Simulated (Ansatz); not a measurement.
# C₃H₂F₄: a ladder of functionals and wavefunction methods

Aim: compute C₃H₂F₄ with functionals from several rungs and with coupled cluster. The yardstick is the atomisation energy at the CCSD(T) limit.

The runs use Ansatz 0.2.0, Gaussian basis; functionals in def2-TZVPP, the program's frozen cores in correlated methods.

The runs, in order: PBE-D4, r2SCAN-D4, PBE0-D4, B3LYP-D4, ωB97X-V, ωB97M-V, B2PLYP; CCSD(T)/def2-TZVPP; MP2/def2-QZVPP; extrapolation to the limit.

### 1 The relaxed structure

All runs share one geometry, relaxed beforehand with PBE0-D4 in a triple-zeta def2 set.

SMILES `FCC(F)=C(F)F`, 9 atoms, charge 0, spin multiplicity 1.

Atoms are counted from 1 here; the program's logs count them from 0.

Bond lengths: F1–C2 1.367 Å, C2–C3 1.490 Å, C2–H8 1.096 Å, C2–H9 1.096 Å, C3–F4 1.341 Å, C3–C5 1.323 Å, C5–F6 1.307 Å, C5–F7 1.311 Å. Angles: F1–C2–C3 112.0°, F1–C2–H8 109.0°, F1–C2–H9 109.0°, C3–C2–H8 109.2°, C3–C2–H9 109.2°, H8–C2–H9 108.3°, C2–C3–F4 111.9°, C2–C3–C5 129.8°, F4–C3–C5 118.3°, C3–C5–F6 125.2°, C3–C5–F7 123.0°, F6–C5–F7 111.7°.

Geometry (Å):

```xyz
9
charge 0, multiplicity 1
F    -1.2597    1.4243    0.0366
C    -1.1851    0.0687    0.1942
C     0.2064   -0.4373    0.0263
F     0.2766   -1.7677    0.1796
C     1.3214    0.2234   -0.2407
F     1.4090    1.5160   -0.4155
F     2.4882   -0.3628   -0.3616
H    -1.5469   -0.1944    1.1951
H    -1.8360   -0.4126   -0.5451
```

### 2 PBE-D4 (GGA)

The input, in.yaml:

```yaml
crystal:
  periodic: [false, false, false]
  atoms:
    - {symbol: F, position_ang: [-1.259703, 1.424299, 0.036638]}
    - {symbol: C, position_ang: [-1.185095, 0.068720, 0.194244]}
    - {symbol: C, position_ang: [0.206378, -0.437285, 0.026255]}
    - {symbol: F, position_ang: [0.276616, -1.767735, 0.179630]}
    - {symbol: C, position_ang: [1.321385, 0.223410, -0.240692]}
    - {symbol: F, position_ang: [1.408993, 1.515987, -0.415530]}
    - {symbol: F, position_ang: [2.488245, -0.362804, -0.361641]}
    - {symbol: H, position_ang: [-1.546859, -0.194361, 1.195145]}
    - {symbol: H, position_ang: [-1.835961, -0.412633, -0.545051]}
basis:
  gaussian: {orbitals: def2-TZVPP}
hamiltonian: {xc: pbe, dispersion: d4}
output: {forces: true, orbitals: {seedname: orbitals}}
```

Launch:

```console
$ ansatz run in.yaml --threads 4 --pin off --events-out ev --progress --plain --max-ram 10444MiB
```

The log of the run, cut to the lines that bear on the results:

```text
Functional definition: PBE
  name "PBE"
  cite "Perdew, Burke & Ernzerhof, Phys. Rev. Lett. 77, 3865 (1996) doi:10.1103/PhysRevLett.77.3865"
  parent pbe
[...]
1282 factors; their error is unknown
[...]
mean field -14001.45851566 eV, -514.5441099209 hartree, gradient 2.8e-5 eV, S^2 0.000000; 0 other end points of the search recorded, 0 dependent functions left out
[...]
reference -14001.45854651 eV, -514.5441110548 hartree; 28, 28 occupied and 217, 217 virtual orbitals, 1282 factors
Total energy: -14001.61675830 eV, -514.5499252310 hartree
Atom 0 at    -1.259703     1.424299     0.036638 Å, force    -0.090815     0.732859    -0.076700 eV/Å
Atom 1 at    -1.185095     0.068720     0.194244 Å, force     0.072964    -0.344863     0.030906 eV/Å
Atom 2 at     0.206378    -0.437285     0.026255 Å, force    -0.491606     0.153679     0.062412 eV/Å
Atom 3 at     0.276616    -1.767735     0.179630 Å, force     0.032034    -0.796834     0.093719 eV/Å
Atom 4 at     1.321385     0.223410    -0.240692 Å, force    -0.075071     0.008598     0.011380 eV/Å
Atom 5 at     1.408993     1.515987    -0.415530 Å, force     0.036648     0.912141    -0.119039 eV/Å
Atom 6 at     2.488245    -0.362804    -0.361641 Å, force     0.804084    -0.442761    -0.078585 eV/Å
Atom 7 at    -1.546859    -0.194361     1.195145 Å, force    -0.110337    -0.085898     0.240851 eV/Å
Atom 8 at    -1.835961    -0.412633    -0.545051 Å, force    -0.177902    -0.136920    -0.164944 eV/Å
Dipole moment:    -0.224609    -0.137198     0.054673 e Å
```

Run time: 1.7 s. Hardware: 4 threads of Intel Xeon Platinum 8488C, shared host; peak memory 0.31 GiB.

With the free atoms at this level, -13961.173 eV in sum, the atomisation energy is 3902.3 kJ/mol. HOMO -6.04 eV, LUMO -0.44 eV.

### 3 r2SCAN-D4 (meta-GGA)

Changes to in.yaml since step 2:

```diff
@@ -14,3 +14,3 @@
   gaussian: {orbitals: def2-TZVPP}
-hamiltonian: {xc: pbe, dispersion: d4}
+hamiltonian: {xc: r2scan, dispersion: d4}
 output: {forces: true, orbitals: {seedname: orbitals}}
```

The command is unchanged.

The log of the run, cut to the lines that bear on the results:

```text
Functional definition: r2SCAN
  name "r2SCAN"
  cite "Furness, Kaplan, Ning, Perdew & Sun, J. Phys. Chem. Lett. 11, 8208 (2020) doi:10.1021/acs.jpclett.0c02405"
  cite "Furness, Kaplan, Ning, Perdew & Sun, J. Phys. Chem. Lett. 11, 9248 (2020) doi:10.1021/acs.jpclett.0c03077"
  parent r2scan
[...]
1282 factors; their error is unknown
[...]
mean field -14009.26264216 eV, -514.8309062800 hartree, gradient 4.2e-5 eV, S^2 0.000000; 0 other end points of the search recorded, 0 dependent functions left out
[...]
reference -14009.26265053 eV, -514.8309065877 hartree; 28, 28 occupied and 217, 217 virtual orbitals, 1282 factors
Total energy: -14009.30275961 eV, -514.8323805691 hartree
Atom 0 at    -1.259703     1.424299     0.036638 Å, force     0.010465     0.355338    -0.046119 eV/Å
Atom 1 at    -1.185095     0.068720     0.194244 Å, force    -0.022013    -0.350951     0.047353 eV/Å
Atom 2 at     0.206378    -0.437285     0.026255 Å, force    -0.207682     0.243681     0.004010 eV/Å
Atom 3 at     0.276616    -1.767735     0.179630 Å, force     0.022249    -0.382621     0.044006 eV/Å
Atom 4 at     1.321385     0.223410    -0.240692 Å, force    -0.118470    -0.049779     0.025785 eV/Å
Atom 5 at     1.408993     1.515987    -0.415530 Å, force     0.016807     0.376839    -0.049383 eV/Å
Atom 6 at     2.488245    -0.362804    -0.361641 Å, force     0.344111    -0.179607    -0.034880 eV/Å
Atom 7 at    -1.546859    -0.194361     1.195145 Å, force    -0.020706    -0.004909     0.016426 eV/Å
Atom 8 at    -1.835961    -0.412633    -0.545051 Å, force    -0.024761    -0.007991    -0.007198 eV/Å
Dipole moment:    -0.236769    -0.141793     0.057279 e Å
```

Wall time 2.7 s (4 threads of Intel Xeon Platinum 8488C, shared host); peak memory 0.33 GiB.

Atomisation energy: 3736.7 kJ/mol (free atoms -13970.575 eV, run apart). HOMO -6.30 eV, LUMO -0.20 eV.

### 4 PBE0-D4 (hybrid)

Changes to in.yaml since step 3:

```diff
@@ -14,3 +14,3 @@
   gaussian: {orbitals: def2-TZVPP}
-hamiltonian: {xc: r2scan, dispersion: d4}
-output: {forces: true, orbitals: {seedname: orbitals}}
+hamiltonian: {xc: pbe0, dispersion: d4}
+output: {orbitals: {seedname: orbitals}}
```

The command is unchanged.

The log of the run:

```text
Functional definition: PBE0
  name "PBE0"
  cite "Adamo & Barone, J. Chem. Phys. 110, 6158 (1999) doi:10.1063/1.478522"
  cite "Perdew, Burke & Ernzerhof, Phys. Rev. Lett. 77, 3865 (1996) doi:10.1103/PhysRevLett.77.3865"
  parent pbe
  parameter a = 0.25
  parameter kappa = 0.804
  parameter beta = 0.06672455060314922
  exchange = (1 - a)*pbe_x(kappa = kappa, mu = beta*pi^2/3) + a*exact_x
  correlation = pbe_c(beta = beta)
1282 factors; their error is unknown
mean field evaluation 1: about -13998.6280 eV, gradient 4.1e1 eV
mean field evaluation 2: about -13998.3950 eV, gradient 4.1e1 eV
mean field evaluation 4: about -14001.4395 eV, gradient 2.6e0 eV
mean field evaluation 8: about -14001.4500 eV, gradient 4.0e-2 eV
mean field evaluation 16: about -14001.4920 eV, gradient 2.0e-4 eV
mean field -14001.49196171 eV, -514.5453390406 hartree, gradient 2.6e-5 eV, S^2 0.000000; 0 other end points of the search recorded, 0 dependent functions left out
reference -14001.49198408 eV, -514.5453398629 hartree; 28, 28 occupied and 217, 217 virtual orbitals, 1282 factors
Total energy: -14001.62373266 eV, -514.5501815339 hartree
```

It took 1.9 s on 4 threads of Intel Xeon Platinum 8488C, shared host; peak memory 0.59 GiB.

With the free atoms at this level, -13962.785 eV in sum, the atomisation energy is 3747.4 kJ/mol. HOMO -7.44 eV, LUMO 0.57 eV.

### 5 B3LYP-D4 (hybrid)

B3LYP here takes the VWN-RPA correlation.

Changes to in.yaml since step 4:

```diff
@@ -14,3 +14,3 @@
   gaussian: {orbitals: def2-TZVPP}
-hamiltonian: {xc: pbe0, dispersion: d4}
-output: {orbitals: {seedname: orbitals}}
+hamiltonian: {xc: {name: B3LYP}, dispersion: d4}
+output: {forces: true, orbitals: {seedname: orbitals}}
```

Launched as before.

The log of the run, cut to the lines that bear on the results:

```text
Functional definition: B3LYP
  name "B3LYP"
  cite "Stephens, Devlin, Chabalowski & Frisch, J. Phys. Chem. 98, 11623 (1994) doi:10.1021/j100096a001"
  cite "Becke, Phys. Rev. A 38, 3098 (1988) doi:10.1103/PhysRevA.38.3098"
  cite "Lee, Yang & Parr, Phys. Rev. B 37, 785 (1988) doi:10.1103/PhysRevB.37.785"
  cite "Vosko, Wilk & Nusair, Can. J. Phys. 58, 1200 (1980) doi:10.1139/p80-159"
[...]
1282 factors; their error is unknown
[...]
mean field -14015.50588246 eV, -515.0603411291 hartree, gradient 4.0e-5 eV, S^2 0.000000; 0 other end points of the search recorded, 0 dependent functions left out
[...]
reference -14015.50610106 eV, -515.0603491627 hartree; 28, 28 occupied and 217, 217 virtual orbitals, 1282 factors
Total energy: -14015.75815555 eV, -515.0696119944 hartree
Atom 0 at    -1.259703     1.424299     0.036638 Å, force    -0.038103     0.416179    -0.045725 eV/Å
Atom 1 at    -1.185095     0.068720     0.194244 Å, force    -0.159259    -0.411802     0.077775 eV/Å
Atom 2 at     0.206378    -0.437285     0.026255 Å, force     0.051566     0.324808    -0.048983 eV/Å
Atom 3 at     0.276616    -1.767735     0.179630 Å, force     0.018979    -0.438263     0.051443 eV/Å
Atom 4 at     1.321385     0.223410    -0.240692 Å, force    -0.323203    -0.185971     0.076630 eV/Å
Atom 5 at     1.408993     1.515987    -0.415530 Å, force     0.027329     0.447548    -0.059885 eV/Å
Atom 6 at     2.488245    -0.362804    -0.361641 Å, force     0.403923    -0.204961    -0.041640 eV/Å
Atom 7 at    -1.546859    -0.194361     1.195145 Å, force     0.000445     0.019417    -0.059278 eV/Å
Atom 8 at    -1.835961    -0.412633    -0.545051 Å, force     0.018322     0.033044     0.049663 eV/Å
Dipole moment:    -0.254083    -0.150544     0.061254 e Å
```

Wall time 2.8 s (4 threads of Intel Xeon Platinum 8488C, shared host); peak memory 0.67 GiB.

With the free atoms at this level, -13977.491 eV in sum, the atomisation energy is 3692.2 kJ/mol. HOMO -7.26 eV, LUMO 0.25 eV.

### 6 ωB97X-V (range-separated)

Changes to in.yaml since step 5:

```diff
@@ -14,3 +14,3 @@
   gaussian: {orbitals: def2-TZVPP}
-hamiltonian: {xc: {name: B3LYP}, dispersion: d4}
-output: {forces: true, orbitals: {seedname: orbitals}}
+hamiltonian: {xc: {name: wB97X-V}}
+output: {orbitals: {seedname: orbitals}}
```

Same command.

The log of the run, cut to the lines that bear on the results:

```text
Functional definition: wB97X-V
  name "wB97X-V"
  cite "Mardirossian & Head-Gordon, Phys. Chem. Chem. Phys. 16, 9904 (2014) doi:10.1039/C3CP54374A"
  cite "Becke, J. Chem. Phys. 107, 8554 (1997) doi:10.1063/1.475007"
  cite "Vydrov & Van Voorhis, J. Chem. Phys. 133, 244103 (2010) doi:10.1063/1.3521275"
[...]
      + integral(e_c_pw_opposite_spin*poly(b97_u_opposite, cos0, cos1)) + vv10(b, c)
1282 factors; their error is unknown
267 factors; integrals over basis functions are off by at most 6.3e-6 eV
[...]
mean field -14010.94163120 eV, -514.8926079893 hartree, gradient 1.7e-5 eV, S^2 0.000000; 0 other end points of the search recorded, 0 dependent functions left out
reference -14010.94162977 eV, -514.8926079368 hartree; 28, 28 occupied and 217, 217 virtual orbitals, 1282 factors
Total energy: -14010.94162977 eV, -514.8926079368 hartree
```

Run time: 4 s. Hardware: 4 threads of Intel Xeon Platinum 8488C, shared host; peak memory 0.72 GiB.

With the free atoms at this level, -13972.430 eV in sum, the atomisation energy is 3715.8 kJ/mol. HOMO -9.80 eV, LUMO 2.90 eV.

### 7 ωB97M-V (range-separated)

Changes to in.yaml since step 6:

```diff
@@ -14,3 +14,3 @@
   gaussian: {orbitals: def2-TZVPP}
-hamiltonian: {xc: {name: wB97X-V}}
-output: {orbitals: {seedname: orbitals}}
+hamiltonian: {xc: {name: wB97M-V}}
+output: {forces: true, orbitals: {seedname: orbitals}}
```

Launched as before.

The log of the run, cut to the lines that bear on the results:

```text
Functional definition: wB97M-V
  name "wB97M-V"
  cite "Mardirossian & Head-Gordon, J. Chem. Phys. 144, 214110 (2016) doi:10.1063/1.4952647"
  cite "Becke, J. Chem. Phys. 107, 8554 (1997) doi:10.1063/1.475007"
  cite "Vydrov & Van Voorhis, J. Chem. Phys. 133, 244103 (2010) doi:10.1063/1.3521275"
  # Of w^i u^j: cxij and so on, Table III.
[...]
  gx(w, u) = 1 - cx + cx01*u + cx10*w
  gss(w, u) = css00 + css04*u^4 + css10*w + css20*w^2 + css43*w^4*u^3
  gos(w, u) = cos00 + cos10*w + (cos20 + cos21*u)*w^2 + (cos60 + cos61*u)*w^6
[...]
      + integral(e_c_pw_mod_opposite_spin*gos(b97_w_opposite, b97_u_opposite)) + vv10(b, c)
1282 factors; their error is unknown
267 factors; integrals over basis functions are off by at most 6.3e-6 eV
[...]
Total energy: -14011.83118921 eV, -514.9252986432 hartree
Atom 0 at    -1.259703     1.424299     0.036638 Å, force     0.022558     0.277560    -0.038445 eV/Å
Atom 1 at    -1.185095     0.068720     0.194244 Å, force    -0.279670    -0.325338     0.087037 eV/Å
Atom 2 at     0.206378    -0.437285     0.026255 Å, force     0.253665     0.359259    -0.086811 eV/Å
Atom 3 at     0.276616    -1.767735     0.179630 Å, force     0.018702    -0.322799     0.037146 eV/Å
Atom 4 at     1.321385     0.223410    -0.240692 Å, force    -0.436743    -0.252418     0.103692 eV/Å
Atom 5 at     1.408993     1.515987    -0.415530 Å, force     0.022934     0.324036    -0.043846 eV/Å
Atom 6 at     2.488245    -0.362804    -0.361641 Å, force     0.274788    -0.138024    -0.028505 eV/Å
Atom 7 at    -1.546859    -0.194361     1.195145 Å, force     0.046685     0.027327    -0.107250 eV/Å
Atom 8 at    -1.835961    -0.412633    -0.545051 Å, force     0.077080     0.050397     0.076981 eV/Å
Dipole moment:    -0.251126    -0.146800     0.060296 e Å
```

Wall time 5.5 s (4 threads of Intel Xeon Platinum 8488C, shared host); peak memory 0.84 GiB.

With the free atoms at this level, -13973.277 eV in sum, the atomisation energy is 3719.9 kJ/mol. HOMO -9.70 eV, LUMO 2.71 eV.

### 8 B2PLYP (double hybrid)

Changes to in.yaml since step 7:

```diff
@@ -14,3 +14,2 @@
   gaussian: {orbitals: def2-TZVPP}
-hamiltonian: {xc: {name: wB97M-V}}
-output: {forces: true, orbitals: {seedname: orbitals}}
+hamiltonian: {xc: {name: B2PLYP}}
```

The command is unchanged.

The log of the run, cut to the lines that bear on the results:

```text
Functional definition: B2PLYP
  name "B2PLYP"
  cite "Grimme, J. Chem. Phys. 124, 034108 (2006) doi:10.1063/1.2148954"
  cite "Becke, Phys. Rev. A 38, 3098 (1988) doi:10.1103/PhysRevA.38.3098"
  cite "Lee, Yang & Parr, Phys. Rev. B 37, 785 (1988) doi:10.1103/PhysRevB.37.785"
[...]
1594 factors; integrals over basis functions are off by at most 1.2e-3 eV
[...]
mean field -13994.25103313 eV, -514.2792398235 hartree, gradient 6.7e-6 eV, S^2 0.000000; 0 other end points of the search recorded, 0 dependent functions left out
7 core orbitals not correlated: weight in the atoms' cores, before any rotation towards them, 1.000 or more for the frozen orbitals, at most 0.000 for the correlated occupied ones
reference -13994.25117073 eV, -514.2792448802 hartree; 21, 21 occupied and 217, 217 virtual orbitals, 1594 factors
second order -47.22260021 eV of doubles, -0.00000000 eV of singles
Total energy: -14007.00127279 eV, -514.7478024885 hartree
```

Run time: 3.5 s. Hardware: 4 threads of Intel Xeon Platinum 8488C, shared host; peak memory 0.68 GiB.

Atomisation energy: 3663.1 kJ/mol (free atoms -13969.036 eV, run apart).

### 9 Frontier levels by functional

Dipoles come from the runs that computed forces. Levels, from each run's orbital file:

| functional | HOMO (eV) | LUMO (eV) | gap (eV) | dipole (D) |
| --- | --- | --- | --- | --- |
| PBE-D4 | -6.04 | -0.44 | 5.60 | 1.29 |
| r2SCAN-D4 | -6.30 | -0.20 | 6.10 | 1.35 |
| PBE0-D4 | -7.44 | 0.57 | 8.01 |  |
| B3LYP-D4 | -7.26 | 0.25 | 7.51 | 1.45 |
| ωB97X-V | -9.80 | 2.90 | 12.70 |  |
| ωB97M-V | -9.70 | 2.71 | 12.41 | 1.43 |

### 10 CCSD(T) in def2-TZVPP

Changes to in.yaml since step 8:

```diff
@@ -14,2 +14,2 @@
   gaussian: {orbitals: def2-TZVPP}
-hamiltonian: {xc: {name: B2PLYP}}
+correlation: {method: ccsd_t}
```

The command is unchanged.

The log of the run, cut to the lines that bear on the results:

```text
Functional definition: HF
  name "HF"
  cite "Fock, Z. Phys. 61, 126 (1930) doi:10.1007/BF01340294"
  parent pbe
[...]
1594 factors; integrals over basis functions are off by at most 1.2e-3 eV
[...]
mean field -13950.83828157 eV, -512.6838506299 hartree, gradient 2.9e-6 eV, S^2 0.000000; 0 other end points of the search recorded, 0 dependent functions left out
7 core orbitals not correlated: weight in the atoms' cores, before any rotation towards them, 1.000 or more for the frozen orbitals, at most 0.000 for the correlated occupied ones
reference -13950.83828157 eV, -512.6838506299 hartree; 21, 21 occupied and 217, 217 virtual orbitals, 1594 factors
second order -39.62714306 eV of doubles, -0.00000000 eV of singles
cycle   1  -39.12254765 eV  change    5.0e-1 eV  update   1.3e-1
[...]
cycle   9  -40.10861960 eV  change   -2.7e-6 eV  update   2.1e-5
perturbative correction -1.40204503 eV, -0.0515242046 hartree
Total energy: -13992.34894620 eV, -514.2093394180 hartree
```

It took 2.4 min on 4 threads of Intel Xeon Platinum 8488C, shared host; peak memory 6 GiB.

### 11 MP2 in def2-QZVPP

Changes to in.yaml since step 10:

```diff
@@ -13,3 +13,3 @@
 basis:
-  gaussian: {orbitals: def2-TZVPP}
-correlation: {method: ccsd_t}
+  gaussian: {orbitals: "def2-QZVPP.json"}
+correlation: {method: mp2}
```

The command is unchanged.

The log of the run:

```text
Functional definition: HF
  name "HF"
  cite "Fock, Z. Phys. 61, 126 (1930) doi:10.1007/BF01340294"
  parent pbe
  exchange = exact_x
  correlation = 0
2878 factors; integrals over basis functions are off by at most 1.1e-3 eV
mean field evaluation 1: about -13948.2604 eV, gradient 3.9e1 eV
mean field evaluation 2: about -13948.4476 eV, gradient 3.9e1 eV
mean field evaluation 4: about -13951.3923 eV, gradient 4.5e0 eV
mean field evaluation 8: about -13951.4433 eV, gradient 3.3e-1 eV
mean field -13951.44365435 eV, -512.7060976690 hartree, gradient 2.3e-6 eV, S^2 0.000000; 0 other end points of the search recorded, 0 dependent functions left out
7 core orbitals not correlated: weight in the atoms' cores, before any rotation towards them, 1.000 or more for the frozen orbitals, at most 0.000 for the correlated occupied ones
reference -13951.44365435 eV, -512.7060976690 hartree; 21, 21 occupied and 431, 431 virtual orbitals, 2878 factors
second order -43.10303225 eV of doubles, -0.00000000 eV of singles
Total energy: -13994.54668660 eV, -514.2901048881 hartree
```

Run time: 15 s. Hardware: 4 threads of Intel Xeon Platinum 8488C, shared host; peak memory 2.7 GiB.

The pieces so far (eV):

| basis | HF | MP2 correlation | CCSD correlation | (T) | total |
| --- | --- | --- | --- | --- | --- |
| def2-TZVPP | -13950.8383 | -39.6271 | -40.1086 | -1.4020 | -13992.3489 |
| def2-QZVPP | -13951.4437 | -43.1030 |  |  | -13994.5467 (MP2) |

The report of the def2-TZVPP run gives T1 = 0.0122.

### 12 Extrapolating to the complete basis

This step is arithmetic on the last runs, with X = 3 and 4: exp(−7.88√X) for Hartree-Fock, X^−2.97 for correlation; only MP2 was run in the larger set, so CCSD(T) minus MP2 is added from the smaller one.

| level | energy at the limit (eV) |
| --- | --- |
| HF | -13951.5270 |
| MP2 | -13997.2048 |
| CCSD | -13997.6863 |
| CCSD(T) | -13999.0883 |

### 13 Atomisation energies

Free atoms (4 F, 3 C, 2 H) were run apart at each level; the atomisation energy is their sum less the molecule, without zero-point or spin-orbit terms.

Differences are taken before rounding.

| method | rung | atomisation energy (kJ/mol) | from CCSD(T)/CBS (kJ/mol) | time |
| --- | --- | --- | --- | --- |
| PBE-D4 | GGA | 3902.3 | +209.9 | 1.7 s |
| r2SCAN-D4 | meta-GGA | 3736.7 | +44.3 | 2.7 s |
| PBE0-D4 | hybrid | 3747.4 | +55.0 | 1.9 s |
| B3LYP-D4 | hybrid | 3692.2 | -0.1 | 2.8 s |
| ωB97X-V | range-separated | 3715.8 | +23.4 | 4 s |
| ωB97M-V | range-separated | 3719.9 | +27.5 | 5.5 s |
| B2PLYP | double hybrid | 3663.1 | -29.3 | 3.5 s |
| HF/def2-TZVPP | wavefunction | 2519.4 | -1172.9 |  |
| MP2/def2-TZVPP | wavefunction | 3745.0 | +52.6 |  |
| CCSD/def2-TZVPP | wavefunction | 3504.3 | -188.0 |  |
| CCSD(T)/def2-TZVPP | wavefunction | 3587.5 | -104.8 | 2.4 min |
| MP2/CBS | wavefunction | 3849.8 | +157.5 |  |
| CCSD(T)/CBS | wavefunction | 3692.3 | 0 | 2.7 min |

Among the levels timed on like hardware and quicker than the yardstick, those that no quicker one beats, quickest first: PBE-D4 (1.7 s, +209.9 kJ/mol); PBE0-D4 (1.9 s, +55.0 kJ/mol); r2SCAN-D4 (2.7 s, +44.3 kJ/mol); B3LYP-D4 (2.8 s, -0.1 kJ/mol).

B2PLYP carry no dispersion term (for B3LYP, D4 adds 24.3 kJ/mol).

Times are those of the molecule's run; HF, MP2 and CCSD come out of the CCSD(T) runs, and the limit's time is the sum of the runs that it needs.

### 14 What came out

| quantity | value |
| --- | --- |
| atomisation energy, CCSD(T)/CBS | 3692.3 kJ/mol |
| functionals within 18.5 kJ/mol (0.5 %) | B3LYP-D4 |
| farthest | PBE-D4 (+209.9 kJ/mol) |
| mean size of error, hybrid | 27.6 kJ/mol |
| mean size of error, range-separated | 25.5 kJ/mol |
| gap, smallest and largest | 5.60 eV (PBE-D4), 12.70 eV (ωB97X-V) |
| T1 diagnostic | 0.0122 |
| triples share of the correlation energy | 3.4 % |

What this shows: PBE-D4 misses by +209.9 kJ/mol. Double hybrids carry the basis error of their MP2 part in triple zeta, and no dispersion term here, so their miss is partly the set-up's. The reference freezes the cores and leaves out relativity and excitations past (T), so misses under about 18.5 kJ/mol can't be ranked. Hartree-Fock recovers 68 % of the binding; the rest is correlation. Orbital gaps span 5.6 to 12.7 eV; exact exchange widens them.

B3LYP-D4 reaches 0.1 kJ/mol from the reference in 2.8 s, where CCSD(T)/CBS took 2.7 min; the quickest level in the cost chart, PBE-D4, takes 1.7 s and misses by 209.9 kJ/mol.
